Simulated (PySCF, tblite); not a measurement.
# C₆H₁₀FN: a rotation path, then NMR shifts on frames, part 2 of 2

tblite 0.8.0 and PySCF 2.14.0. Atoms count from 0. Earlier steps stand in the parts before.

## (5) NMR shieldings: image 5, PBE0/pcSseg-1

What the job is given:

```
{"job": {"kind": "nmr", "xc": "PBE0", "basis": "pcSseg-1", "pop": false}, "charge": 0, "multiplicity": 1}
F     -2.021000    -1.273000    -1.496700
C     -1.426900    -0.918600    -0.310900
C     -2.152600     0.182400     0.469600
C     -0.828100     0.949700     0.591400
C     -0.194400    -0.003900    -0.452100
N      1.065400    -0.652400    -0.203400
C      2.298800    -0.016200    -0.585100
C      1.961600    -0.222000     0.838100
H     -1.234200    -1.843100     0.237000
H     -2.619200    -0.127600     1.401000
H     -2.884700     0.692600    -0.151400
H     -0.852300     2.002500     0.320500
H     -0.380800     0.838300     1.576100
H     -0.183500     0.434700    -1.454500
H      2.269900     0.995800    -0.976300
H      3.016700    -0.665600    -1.066500
H      1.716900     0.650900     1.432900
H      2.439700    -1.018100     1.392100
```

Level: GIAO PBE0/pcSseg-1 NMR shielding, non-relativistic, gas phase.

Output:

```text
coarse grid: 14864 points
cycle   1  E = -388.5802515601  dE =  1.221e+00  |g| = 5.160e-01  |ddm| = 3.807e+00
cycle   2  E = -388.5648743793  dE =  1.538e-02  |g| = 6.453e-01  |ddm| = 8.984e-01
cycle   3  E = -388.6324180062  dE = -6.754e-02  |g| = 6.871e-02  |ddm| = 4.792e-01
cycle   4  E = -388.6330733141  dE = -6.553e-04  |g| = 3.139e-02  |ddm| = 6.683e-02
cycle   5  E = -388.6332861529  dE = -2.128e-04  |g| = 5.496e-03  |ddm| = 2.868e-02
cycle   6  E = -388.6332925036  dE = -6.351e-06  |g| = 1.433e-03  |ddm| = 6.316e-03
final grid: 143568 points
cycle   7  E = -388.6886875504  dE = -4.764e-05  |g| = 9.591e-03  |ddm| = 3.260e-02
cycle   8  E = -388.6886740065  dE =  1.354e-05  |g| = 1.272e-02  |ddm| = 1.930e-02
cycle   9  E = -388.6887097235  dE = -3.572e-05  |g| = 1.364e-03  |ddm| = 1.089e-02
cycle  10  E = -388.6887100386  dE = -3.151e-07  |g| = 2.407e-04  |ddm| = 1.088e-03
cycle  11  E = -388.6887100480  dE = -9.448e-09  |g| = 6.044e-05  |ddm| = 1.914e-04
cycle  12  E = -388.6887100486  dE = -6.124e-10  |g| = 2.946e-05  |ddm| = 7.638e-05
converged SCF energy = -388.6887100486

GIAO shielding tensors (ppm)
atom      isotropic    diamagn.    paramagn.     s11        s22        s33       span
  0 F      354.793     470.597    -115.805    308.838    376.177    379.364     70.526
  1 C       88.114     246.224    -158.110     60.183     74.538    129.619     69.436
  2 C      162.508     253.484     -90.976    147.366    157.500    182.657     35.291
  3 C      171.135     250.366     -79.231    156.933    168.486    187.986     31.053
  4 C      119.399     247.074    -127.675     98.620    109.486    150.090     51.470
  5 N      228.443     318.076     -89.633    127.588    243.302    314.439    186.851
  6 C      158.838     254.728     -95.890    113.710    168.662    194.143     80.434
  7 C      161.586     253.104     -91.518    116.323    170.102    198.334     82.011
  8 H       26.584      30.901      -4.317     23.770     27.109     28.872      5.101
  9 H       29.521      29.514       0.007     25.825     26.752     35.985     10.160
 10 H       29.835      29.841      -0.005     27.090     27.225     35.191      8.101
 11 H       29.950      31.071      -1.121     25.860     27.620     36.371     10.511
 12 H       30.391      32.483      -2.092     26.055     30.702     34.415      8.361
 13 H       28.346      32.006      -3.660     23.765     29.054     32.220      8.455
 14 H       30.482      31.658      -1.175     24.927     29.423     37.097     12.170
 15 H       29.946      29.992      -0.046     23.684     26.167     39.989     16.305
 16 H       30.137      31.948      -1.811     25.099     29.490     35.824     10.725
 17 H       30.162      30.034       0.128     23.882     26.101     40.505     16.623
```

Run time: 21 s. Hardware: 1 thread, shared host.

Key values: δ C1 98.8, C4 67.5, C6 28.1, C7 25.3, H8 5.13, H13 3.37 ppm.

## (6) NMR shieldings: image 6, PBE0/pcSseg-1

What the job is given:

```
{"job": {"kind": "nmr", "xc": "PBE0", "basis": "pcSseg-1", "pop": false}, "charge": 0, "multiplicity": 1}
F     -2.061100    -1.370200    -1.378700
C     -1.413400    -0.935300    -0.248900
C     -2.111100     0.212700     0.488800
C     -0.800900     1.014000     0.466600
C     -0.199600    -0.026200    -0.515700
N      1.077800    -0.645800    -0.306200
C      2.291100     0.101000    -0.507200
C      1.909600    -0.381400     0.837200
H     -1.189000    -1.822200     0.347300
H     -2.510600    -0.034300     1.469200
H     -2.893700     0.659600    -0.119200
H     -0.868300     2.031400     0.089400
H     -0.303900     1.024400     1.433100
H     -0.232100     0.328200    -1.550000
H      2.226500     1.165200    -0.708600
H      3.057700    -0.418800    -1.065000
H      1.605900     0.350900     1.576500
H      2.406500    -1.247000     1.253100
```

With the program's defaults for keys left out, this is: GIAO PBE0/pcSseg-1 NMR shielding, non-relativistic, gas phase.

Output:

```text
coarse grid: 14864 points
cycle   1  E = -388.5802909321  dE =  1.223e+00  |g| = 5.169e-01  |ddm| = 3.808e+00
cycle   2  E = -388.5645999090  dE =  1.569e-02  |g| = 6.478e-01  |ddm| = 9.000e-01
cycle   3  E = -388.6326451858  dE = -6.805e-02  |g| = 6.901e-02  |ddm| = 4.797e-01
cycle   4  E = -388.6333075790  dE = -6.624e-04  |g| = 3.143e-02  |ddm| = 6.666e-02
cycle   5  E = -388.6335210807  dE = -2.135e-04  |g| = 5.610e-03  |ddm| = 2.869e-02
cycle   6  E = -388.6335277210  dE = -6.640e-06  |g| = 1.415e-03  |ddm| = 6.501e-03
final grid: 143568 points
cycle   7  E = -388.6894312578  dE = -4.857e-05  |g| = 9.272e-03  |ddm| = 3.170e-02
cycle   8  E = -388.6894189624  dE =  1.230e-05  |g| = 1.224e-02  |ddm| = 1.844e-02
cycle   9  E = -388.6894520307  dE = -3.307e-05  |g| = 1.297e-03  |ddm| = 1.026e-02
cycle  10  E = -388.6894523080  dE = -2.773e-07  |g| = 2.569e-04  |ddm| = 1.052e-03
cycle  11  E = -388.6894523187  dE = -1.066e-08  |g| = 5.412e-05  |ddm| = 1.875e-04
cycle  12  E = -388.6894523191  dE = -4.781e-10  |g| = 2.810e-05  |ddm| = 7.121e-05
converged SCF energy = -388.6894523191

GIAO shielding tensors (ppm)
atom      isotropic    diamagn.    paramagn.     s11        s22        s33       span
  0 F      354.579     470.444    -115.864    308.276    374.887    380.575     72.299
  1 C       89.258     246.180    -156.922     60.395     76.020    131.360     70.965
  2 C      162.563     253.574     -91.011    146.633    158.010    183.045     36.412
  3 C      175.434     250.627     -75.193    162.596    174.635    189.072     26.476
  4 C      120.695     246.998    -126.303     99.456    112.498    150.132     50.677
  5 N      230.359     318.359     -88.000    132.607    253.514    304.956    172.349
  6 C      162.900     254.989     -92.089    120.998    169.248    198.454     77.457
  7 C      163.455     252.984     -89.529    121.284    170.799    198.283     76.999
  8 H       26.631      30.981      -4.350     23.622     27.261     29.010      5.388
  9 H       29.570      29.657      -0.088     25.889     26.820     35.999     10.110
 10 H       29.796      29.796      -0.000     26.984     27.174     35.231      8.247
 11 H       30.166      31.053      -0.887     25.812     27.677     37.011     11.198
 12 H       30.435      32.435      -2.000     25.801     31.006     34.500      8.699
 13 H       28.060      31.727      -3.667     23.712     28.609     31.858      8.146
 14 H       30.600      31.834      -1.234     24.763     29.646     37.390     12.626
 15 H       30.079      29.955       0.124     23.675     26.187     40.373     16.698
 16 H       30.097      32.028      -1.931     24.675     29.633     35.984     11.309
 17 H       30.172      29.910       0.262     23.845     26.052     40.620     16.774
```

Wall time 21 s (1 thread, shared host).

In short: δ C1 97.7, C4 66.2, C2 24.4, C6 24.0, H8 5.09, H13 3.66 ppm.

## (7) Nuclear shieldings: image 8, PBE0/pcSseg-1

What the job is given:

```
{"job": {"kind": "nmr", "xc": "PBE0", "basis": "pcSseg-1", "pop": false}, "charge": 0, "multiplicity": 1}
F     -2.074400    -1.610500    -1.034700
C     -1.332600    -0.938400    -0.097600
C     -2.009800     0.297500     0.503300
C     -0.735300     1.112500     0.234600
C     -0.210800    -0.048200    -0.656700
N      1.114900    -0.579800    -0.544000
C      2.231900     0.290700    -0.290000
C      1.779100    -0.681600     0.728800
H     -0.986800    -1.682500     0.624700
H     -2.325400     0.213000     1.540500
H     -2.851900     0.614900    -0.107000
H     -0.873000     2.064600    -0.271500
H     -0.143400     1.270900     1.133100
H     -0.383900     0.160100    -1.716500
H      2.043400     1.344200    -0.112500
H      3.118900     0.083600    -0.872400
H      1.293400    -0.308500     1.624100
H      2.337100    -1.596200     0.875800
```

Level: GIAO PBE0/pcSseg-1 NMR shielding, non-relativistic, gas phase.

Output:

```text
coarse grid: 14864 points
cycle   1  E = -388.5816210940  dE =  1.229e+00  |g| = 5.191e-01  |ddm| = 3.790e+00
cycle   2  E = -388.5654867695  dE =  1.613e-02  |g| = 6.520e-01  |ddm| = 9.058e-01
cycle   3  E = -388.6344045384  dE = -6.892e-02  |g| = 6.987e-02  |ddm| = 4.835e-01
cycle   4  E = -388.6350890807  dE = -6.845e-04  |g| = 3.154e-02  |ddm| = 6.535e-02
cycle   5  E = -388.6353042397  dE = -2.152e-04  |g| = 5.706e-03  |ddm| = 2.866e-02
cycle   6  E = -388.6353111178  dE = -6.878e-06  |g| = 1.417e-03  |ddm| = 6.730e-03
final grid: 143568 points
cycle   7  E = -388.6914175482  dE = -6.360e-05  |g| = 9.436e-03  |ddm| = 3.660e-02
cycle   8  E = -388.6914060445  dE =  1.150e-05  |g| = 1.217e-02  |ddm| = 1.819e-02
cycle   9  E = -388.6914392587  dE = -3.321e-05  |g| = 1.322e-03  |ddm| = 1.008e-02
cycle  10  E = -388.6914395332  dE = -2.745e-07  |g| = 3.038e-04  |ddm| = 1.109e-03
cycle  11  E = -388.6914395479  dE = -1.465e-08  |g| = 5.294e-05  |ddm| = 2.145e-04
cycle  12  E = -388.6914395483  dE = -4.906e-10  |g| = 2.428e-05  |ddm| = 7.410e-05
converged SCF energy = -388.6914395483

GIAO shielding tensors (ppm)
atom      isotropic    diamagn.    paramagn.     s11        s22        s33       span
  0 F      355.847     470.124    -114.276    311.952    371.245    384.345     72.393
  1 C       91.910     246.630    -154.720     61.394     76.777    137.558     76.164
  2 C      162.421     253.160     -90.739    147.313    158.228    181.722     34.410
  3 C      180.052     251.716     -71.664    164.006    184.323    191.828     27.823
  4 C      121.026     246.950    -125.924     96.546    117.877    148.656     52.110
  5 N      234.419     318.555     -84.136    126.344    279.539    297.374    171.030
  6 C      164.755     255.237     -90.482    125.128    169.557    199.580     74.452
  7 C      167.388     254.029     -86.642    129.446    170.452    202.265     72.819
  8 H       26.796      31.367      -4.571     23.558     27.031     29.798      6.240
  9 H       29.703      29.704      -0.000     26.081     26.845     36.185     10.104
 10 H       29.791      29.781       0.010     26.808     27.217     35.348      8.540
 11 H       30.470      31.115      -0.645     25.686     27.830     37.893     12.207
 12 H       30.774      32.513      -1.739     26.313     31.756     34.253      7.940
 13 H       27.527      31.154      -3.627     23.250     27.897     31.434      8.183
 14 H       30.624      32.102      -1.478     24.507     30.428     36.938     12.431
 15 H       30.212      29.752       0.460     23.667     26.077     40.892     17.224
 16 H       30.495      32.518      -2.023     24.949     30.025     36.511     11.561
 17 H       30.278      30.051       0.227     23.987     25.981     40.865     16.878
```

Run time: 21 s. Hardware: 1 thread, shared host.

Key values: δ C1 95.0, C4 65.9, C2 24.5, C6 22.2, H8 4.92, H13 4.19 ppm.

## (8) Comparing the runs: NMR shifts

Shifts (ppm) of some atoms, chosen among heavy atoms and hydrogens apart, with basis size and wall time:

| frame | C4 | C7 | C6 | C3 | H11 | H13 | N5 | functions | time |
| --- | --- | --- | --- | --- | --- | --- | --- | --- | --- |
| image 0 | 73.8 | 26.8 | 25.2 | 20.0 | 2.07 | 1.98 | 40.6 | 186 | 28 s |
| image 2 | 72.7 | 23.0 | 33.0 | 18.4 | 1.94 | 2.41 | 40.3 | 186 | 22 s |
| image 5 | 67.5 | 25.3 | 28.1 | 15.8 | 1.77 | 3.37 | 39.3 | 186 | 21 s |
| image 6 | 66.2 | 23.5 | 24.0 | 11.5 | 1.55 | 3.66 | 37.4 | 186 | 21 s |
| image 8 | 65.9 | 19.5 | 22.2 | 6.9 | 1.25 | 4.19 | 33.3 | 186 | 21 s |

## (9) Results

What follows sums up all 2 parts.

| quantity | value |
| --- | --- |
| barrier | 0.110 eV (2.5 kcal/mol) at image 5 |
| end to end (GFN2-xTB) | 0.047 eV |
| 13C shifts against TMS (PBE0/pcSseg-1, image 0) | 94.4, 73.8, 26.8, 25.6, 25.2, 20.0 ppm |
| 1H shifts against TMS (PBE0/pcSseg-1, image 0) | 5.10, 2.39, 2.07, 2.00, 1.98, 1.72, 1.59, 1.58, 1.18, 0.95 ppm |
| 19F shifts against CFCl3 (PBE0/pcSseg-1, image 0) | -188.8 ppm |
| 15N shifts against NH3 (PBE0/pcSseg-1, image 0) | 40.6 ppm |
| surface potential, 1st and 99th percentile | -1.31 V and 0.77 V |
| range of the shift of C3 | 6.9 to 20.0 ppm |

What this shows: Along the band the dihedral turns by 128°, and the top (dihedral 240°) lies 2.5 kcal/mol above the start (GFN2-xTB, rough), so at room temperature this motion is fast. Ends this close can change order at a higher level. The top was not checked by a frequency run. Shifts at one fixed geometry are not the observed spectrum, which averages over the motion. In the first frame run (image 0): Shielding is most anisotropic at N5 (span 156 ppm, paramagnetic term -91 ppm). Across the 5 runs the shift of C3 moves most, between 6.9 (image 8) and 20.0 ppm (image 0).
